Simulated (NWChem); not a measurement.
# One shape, several levels: C4H6Ge (SMILES C1=[CH][GeH2][CH]=C1)

We compute a comparison of 4 runs (HF/STO-3G, HF/3-21G, B3LYP/6-31G*) of C4H6Ge. 

Program for the calculation: NWChem 7.3.0.

**1. Starting point**

C4H6Ge has 11 atoms, charge 0, and is taken as a singlet. As SMILES, `C1=[CH][GeH2][CH]=C1`. The coordinates come from a PBE0-D4/def2-TZVP relaxation.

Bond lengths: C1–C2 1.339 Å, C2–Ge3 1.943 Å, Ge3–C4 1.943 Å, C1–C5 1.476 Å, C4–C5 1.339 Å, C1–H6 1.087 Å, C2–H7 1.082 Å, Ge3–H8 1.538 Å, Ge3–H9 1.538 Å, C4–H10 1.082 Å, C5–H11 1.087 Å. Some angles: C1–C2–Ge3 107.1°, C2–C1–C5 118.1°, C2–Ge3–C4 89.5°, Ge3–C4–C5 107.1°, C1–C5–C4 118.1°, C1–C2–H7 123.0°, Ge3–C2–H7 129.9°, C2–C1–H6 122.8°, C5–C1–H6 119.1°, C2–Ge3–H8 114.3°.

**2. Energy and gradient at HF/STO-3G (run 1)**

mol.nw

```
start mol
title "C4H6Ge gradient"
memory 2200 mb

geometry noautosym nocenter noautoz
 C       -1.236000       0.071600      -0.529400
 C       -1.063600      -0.599000       0.616300
 Ge       0.824200      -0.493600       1.063000
 C        1.129400       0.556300      -0.542900
 C       -0.053400       0.694700      -1.154600
 H       -2.204600       0.174200      -1.012500
 H       -1.874400      -1.085600       1.142000
 H        1.548300      -1.850300       1.080400
 H        1.124700       0.251600       2.374300
 H        2.046400       0.979700      -0.930700
 H       -0.175300       1.243400      -2.085200
end

basis spherical bse
 * library STO-3G
end

scf
 thresh 1e-08
 maxiter 80
end

task scf gradient
```

Command:

```sh
$ nwchem mol.nw > mol.out
```

The program printed:

```text
[...]
  functions       =    44
[...]
  wavefunction    = RHF
[...]
         Total SCF energy =  -2204.819229025209
      One-electron energy =  -3733.880619394840
      Two-electron energy =   1204.861675485133
 Nuclear repulsion energy =    324.199714884499
        Time for solution =      4.1s
[...]
                         RHF ENERGY GRADIENTS
    atom               coordinates                        gradient
                 x          y          z           x          y          z
   1 C      -2.335701   0.135304  -1.000421    0.020244   0.023631  -0.031810
   2 C      -2.009913  -1.131946   1.164638   -0.025362  -0.017868   0.020687
   3 Ge      1.557512  -0.932769   2.008779   -0.010783   0.006463  -0.013953
   4 C       2.134257   1.051255  -1.025932    0.033479   0.013044  -0.010252
   5 C      -0.100911   1.312793  -2.181878   -0.043495  -0.009800   0.001659
   6 H      -4.166090   0.329190  -1.913348   -0.002748  -0.000750   0.000342
   7 H      -3.542102  -2.051487   2.158067   -0.001207  -0.000997   0.001249
   8 H       2.925863  -3.496560   2.041660    0.018629  -0.034629   0.000709
   9 H       2.125375   0.475455   4.486776    0.007851   0.018820   0.033617
  10 H       3.867135   1.851365  -1.758768    0.001868   0.000608  -0.000389
  11 H      -0.331269   2.349685  -3.940457    0.001524   0.001478  -0.001859
[...]
```

Wall time 5.4 s (1 thread of AMD EPYC 9R45 (Zen 5), shared host); peak memory 0.1 GiB.

**3. Energy and gradient at HF/3-21G (run 2)**

a.nw

```
start a
title "C4H6Ge"
memory stack 880 mb heap 220 mb global 1100 mb
geometry units angstrom noautosym nocenter noautoz
  C    -1.236000    0.071600   -0.529400
  C    -1.063600   -0.599000    0.616300
  Ge    0.824200   -0.493600    1.063000
  C     1.129400    0.556300   -0.542900
  C    -0.053400    0.694700   -1.154600
  H    -2.204600    0.174200   -1.012500
  H    -1.874400   -1.085600    1.142000
  H     1.548300   -1.850300    1.080400
  H     1.124700    0.251600    2.374300
  H     2.046400    0.979700   -0.930700
  H    -0.175300    1.243400   -2.085200
end
basis spherical bse
  C library 3-21G
  Ge library 3-21G
  H library 3-21G
end
scf
  thresh 1e-08
  maxiter 80
  print low
end
task scf gradient
```

Command:

```sh
$ nwchem a.nw > a.out
```

The program printed:

```text
[...]
  functions       =    70
[...]
  wavefunction    = RHF
[...]
         Total SCF energy =  -2219.407489628119
      One-electron energy =  -3735.843958345934
      Two-electron energy =   1192.236753833317
 Nuclear repulsion energy =    324.199714884499
        Time for solution =      3.9s
[...]
                         RHF ENERGY GRADIENTS
    atom               coordinates                        gradient
                 x          y          z           x          y          z
   1 C      -2.335701   0.135304  -1.000421    0.019101   0.010153  -0.010287
   2 C      -2.009913  -1.131946   1.164638    0.009491  -0.002330   0.006843
   3 Ge      1.557512  -0.932769   2.008779   -0.005089   0.003066  -0.006576
   4 C       2.134257   1.051255  -1.025932    0.003619  -0.005489   0.010088
   5 C      -0.100911   1.312793  -2.181878   -0.019406  -0.010015   0.009886
   6 H      -4.166090   0.329190  -1.913348   -0.008919   0.000742  -0.004098
   7 H      -3.542102  -2.051487   2.158067   -0.005993  -0.004782   0.005838
   8 H       2.925863  -3.496560   2.041660   -0.000418  -0.000023  -0.000823
   9 H       2.125375   0.475455   4.486776   -0.000547   0.000592  -0.000442
  10 H       3.867135   1.851365  -1.758768    0.008908   0.003052  -0.002052
  11 H      -0.331269   2.349685  -3.940457   -0.000747   0.005033  -0.008377
[...]
```

Wall time 5.4 s (1 thread of AMD EPYC 9R45 (Zen 5), shared host); peak memory 0.1 GiB.

**4. Energy and forces at B3LYP/6-31G(d) (spherical functions) (run 3)**

run.xyz

```xyz
11

C     -1.236000     0.071600    -0.529400
C     -1.063600    -0.599000     0.616300
Ge     0.824200    -0.493600     1.063000
C      1.129400     0.556300    -0.542900
C     -0.053400     0.694700    -1.154600
H     -2.204600     0.174200    -1.012500
H     -1.874400    -1.085600     1.142000
H      1.548300    -1.850300     1.080400
H      1.124700     0.251600     2.374300
H      2.046400     0.979700    -0.930700
H     -0.175300     1.243400    -2.085200
```

run.nw

```
start run
memory total 2200 mb
charge 0

geometry units angstroms noautosym nocenter noautoz
load run.xyz
end

basis spherical bse
* library 6-31G*
end

dft
xc b3lyp
grid fine
convergence energy 1e-08
iterations 100
mulliken
print medium
end

task dft gradient
```

Command:

```sh
$ nwchem run.nw > run.out
```

The program printed:

```text
[...]
          Wavefunction type:  closed shell.
          No. of atoms     :    11
          No. of electrons :    62
[...]
          Charge           :     0
          Spin multiplicity:     1
[...]
          AO basis - number of functions:   100
[...]
              XC Information
              --------------
                         B3LYP Method XC Potential
                     Hartree-Fock (Exact) Exchange  0.200
                        Slater Exchange Functional  0.800 local
                    Becke 1988 Exchange Functional  0.720 non-local
              Lee-Yang-Parr Correlation Functional  0.810
                  VWN I RPA Correlation Functional  0.190 local
[...]
 d= 0,ls=0.0,diis     1  -2232.6870040165 -2.56D+03  8.42D-03  4.00D-01     3.2
[...]
 d= 0,ls=0.0,diis     8  -2232.7379036565  9.69D-11  3.10D-06  5.15D-07    19.1
         Total DFT energy =    -2232.737903656503
      One electron energy =    -3748.152803806960
           Coulomb energy =     1294.234088511461
    Exchange-Corr. energy =     -103.018903245503
 Nuclear repulsion energy =      324.199714884499
[...]
      Total Density - Mulliken Population Analysis
     ---------------------------------------------
    Atom       Charge   Shell Charges
 -----------   ------   -------------------------------------------------------
    1 C    6     6.12   2.00  0.70  2.05  0.50  0.84  0.04
    2 C    6     6.16   2.00  0.69  2.03  0.55  0.86  0.03
    3 Ge  32    32.04   2.00  2.00  6.00  2.00  5.99  1.29  2.24  0.07  0.26  6.85  2.94  0.41
    4 C    6     6.16   2.00  0.69  2.03  0.55  0.86  0.03
    5 C    6     6.12   2.00  0.70  2.05  0.50  0.84  0.04
    6 H    1     0.87   0.53  0.34
    7 H    1     0.86   0.53  0.33
    8 H    1     0.97   0.49  0.49
    9 H    1     0.97   0.49  0.49
   10 H    1     0.86   0.53  0.33
[...]
  wavefunction    = closed shell
                         DFT ENERGY GRADIENTS
    atom               coordinates                        gradient
                 x          y          z           x          y          z
   1 C      -2.335701   0.135304  -1.000421    0.005439  -0.001830   0.004718
   2 C      -2.009913  -1.131946   1.164638    0.002362   0.004541  -0.006625
   3 Ge      1.557512  -0.932769   2.008779   -0.001911   0.001164  -0.002457
   4 C       2.134257   1.051255  -1.025932   -0.008148  -0.001065  -0.000944
   5 C      -0.100911   1.312793  -2.181878    0.002783  -0.003117   0.005952
   6 H      -4.166090   0.329190  -1.913348    0.001702  -0.000411   0.001239
   7 H      -3.542102  -2.051487   2.158067    0.001378   0.000868  -0.000943
   8 H       2.925863  -3.496560   2.041660   -0.001762   0.003028  -0.000324
   9 H       2.125375   0.475455   4.486776   -0.000861  -0.001470  -0.003090
  10 H       3.867135   1.851365  -1.758768   -0.001618  -0.000720   0.000632
  11 H      -0.331269   2.349685  -3.940457    0.000637  -0.000988   0.001843
[...]
```

It took 26 s on 1 thread of AMD EPYC 9R45 (Zen 5), shared host; peak memory 0.13 GiB.

**5. Energy and forces at B3LYP/6-31G(d) (Cartesian functions) (run 4)**

sp.nw

```
start sp
memory total 2200 mb

geometry noautosym nocenter noautoz
  C       -1.236000       0.071600      -0.529400
  C       -1.063600      -0.599000       0.616300
  Ge       0.824200      -0.493600       1.063000
  C        1.129400       0.556300      -0.542900
  C       -0.053400       0.694700      -1.154600
  H       -2.204600       0.174200      -1.012500
  H       -1.874400      -1.085600       1.142000
  H        1.548300      -1.850300       1.080400
  H        1.124700       0.251600       2.374300
  H        2.046400       0.979700      -0.930700
  H       -0.175300       1.243400      -2.085200
end

basis cartesian
  C library 6-31G*
  Ge library 6-31G*
  H library 6-31G*
end

dft
  xc b3lyp
  mult 1
  grid fine
  convergence energy 1e-08
  maxiter 100
  mulliken
end

task dft gradient
```

Command:

```sh
$ nwchem sp.nw > sp.out
```

The program printed:

```text
[...]
          Wavefunction type:  closed shell.
          No. of atoms     :    11
          No. of electrons :    62
[...]
          Charge           :     0
          Spin multiplicity:     1
[...]
          AO basis - number of functions:   107
[...]
              XC Information
              --------------
                         B3LYP Method XC Potential
                     Hartree-Fock (Exact) Exchange  0.200
                        Slater Exchange Functional  0.800 local
                    Becke 1988 Exchange Functional  0.720 non-local
              Lee-Yang-Parr Correlation Functional  0.810
                  VWN I RPA Correlation Functional  0.190 local
[...]
 d= 0,ls=0.0,diis     1  -2232.6915805381 -2.56D+03  8.32D-03  1.28D+00     3.2
[...]
 d= 0,ls=0.0,diis     8  -2232.7462655976  6.92D-10  4.15D-06  7.60D-07    19.7
         Total DFT energy =    -2232.746265597577
      One electron energy =    -3748.101003464756
           Coulomb energy =     1294.119434505814
    Exchange-Corr. energy =     -102.964411523135
 Nuclear repulsion energy =      324.199714884499
[...]
      Total Density - Mulliken Population Analysis
     ---------------------------------------------
    Atom       Charge   Shell Charges
 -----------   ------   -------------------------------------------------------
    1 C    6     6.12   1.99  0.72  2.05  0.52  0.83  0.01
    2 C    6     6.18   1.99  0.70  2.04  0.57  0.87  0.01
    3 Ge  32    31.98   2.00  1.99  6.00  1.93  5.99  1.32  2.25  0.08  0.26  6.92  2.95  0.29
    4 C    6     6.18   1.99  0.70  2.04  0.57  0.87  0.01
    5 C    6     6.12   1.99  0.72  2.05  0.52  0.83  0.01
    6 H    1     0.87   0.53  0.34
    7 H    1     0.86   0.53  0.33
    8 H    1     0.98   0.49  0.49
    9 H    1     0.98   0.49  0.49
   10 H    1     0.86   0.53  0.33
[...]
  wavefunction    = closed shell
                         DFT ENERGY GRADIENTS
    atom               coordinates                        gradient
                 x          y          z           x          y          z
   1 C      -2.335701   0.135304  -1.000421    0.005204  -0.001705   0.004438
   2 C      -2.009913  -1.131946   1.164638    0.002234   0.004347  -0.006351
   3 Ge      1.557512  -0.932769   2.008779   -0.002179   0.001324  -0.002806
   4 C       2.134257   1.051255  -1.025932   -0.007794  -0.001006  -0.000925
   5 C      -0.100911   1.312793  -2.181878    0.002576  -0.002978   0.005659
   6 H      -4.166090   0.329190  -1.913348    0.001716  -0.000405   0.001234
   7 H      -3.542102  -2.051487   2.158067    0.001367   0.000852  -0.000921
   8 H       2.925863  -3.496560   2.041660   -0.001441   0.002444  -0.000298
   9 H       2.125375   0.475455   4.486776   -0.000720  -0.001162  -0.002516
  10 H       3.867135   1.851365  -1.758768   -0.001589  -0.000715   0.000634
  11 H      -0.331269   2.349685  -3.940457    0.000625  -0.000996   0.001851
[...]
```

Wall time 26 s (1 thread of AMD EPYC 9R45 (Zen 5), shared host); peak memory 0.13 GiB.

**6. Overview of the runs**

```csv
run,level,iteration cap,module,energy (Eh),dipole moment (D),HOMO energy (eV),LUMO energy (eV),wall time
1,HF/STO-3G,80,scf,-2204.819229,0.63,-6.78,6.57,5.4 s
2,HF/3-21G,80,scf,-2219.407490,–,–,–,5.4 s
3,B3LYP/6-31G* (spherical functions),100,dft,-2232.737904,0.49,-6.23,-1.17,26 s
4,B3LYP/6-31G* (Cartesian functions),100,dft,-2232.746266,0.50,-6.24,-1.18,26 s
```

**7. Outcome**

```
                       quantity           value
            run 4: total energy  -2232.74627 Eh
           run 4: dipole moment          0.50 D
             run 4: HOMO energy        -6.24 eV
             run 4: LUMO energy        -1.18 eV
           run 4: HOMO–LUMO gap         5.06 eV
run 4: largest force on an atom      0.412 eV/Å
```

Over runs 1, 3, 4 the dipole moment (its size) runs from 0.49 D (B3LYP/6-31G*) to 0.63 D (HF/STO-3G). The two ends differ in method and basis. The two dipoles point in opposite directions. Over runs 1, 3, 4 the HOMO–LUMO gap runs from 5.06 eV (B3LYP/6-31G*) to 13.35 eV (HF/STO-3G). In run 1 the basis is minimal, so the values are rough. All runs together took 62 s, the longest 26 s.
